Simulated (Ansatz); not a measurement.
SnTe3 in Ansatz: convergence with ecutrho ratio

Crystal: SnTe3.

```
CELL_PARAMETERS angstrom
0.00000 3.86122 3.86122
3.86122 0.00000 3.86122
3.86122 3.86122 0.00000
ATOMIC_POSITIONS crystal
Te 0.50000 0.50000 0.50000
Te 0.75000 0.75000 0.75000
Te 0.25000 0.25000 0.25000
Sn 0.00000 0.00000 0.00000
```

The cell comes from a database or a generator and needn't be the stable form of this composition.

```yaml
Program: Ansatz 0.2.0
Task: convergence study
Functional: PBE
Potentials_or_basis: Ansatz PAW
Cutoff: 420 eV
Density_cutoff: 1680 eV
k_mesh: 5 × 5 × 5
Occupations: methfessel-paxton, width 0.1 eV
Spin: spin-orbit coupling, no magnetisation
```

These are the settings of the first run; the series varies ecutrho ratio, with any setting tied to it.

Hardware: 2 threads of Arm Neoverse V2, on a shared host.

| ecutrho ratio | energy less the tightest run, at zero smearing (meV/atom) | SCF cycles | CPU time (s) | peak memory (GiB) |
| --- | --- | --- | --- | --- |
| 4 | 0.00 | 7 | 14 | 0.67 |
| 5 | 0.00 | 7 | 13 | 0.74 |
| 6 | 0.00 | 7 | 14 | 0.74 |
| 8 | 0.00 | 7 | 15 | 0.82 |
| 10 | 0.00 | 7 | 14 | 0.93 |
| 12 | 0.00 | 7 | 15 | 1 |

Against the tightest run, the energy stays within 1 meV/atom from 4 on. The tightest run that finished is the yardstick and may itself not be fully converged.
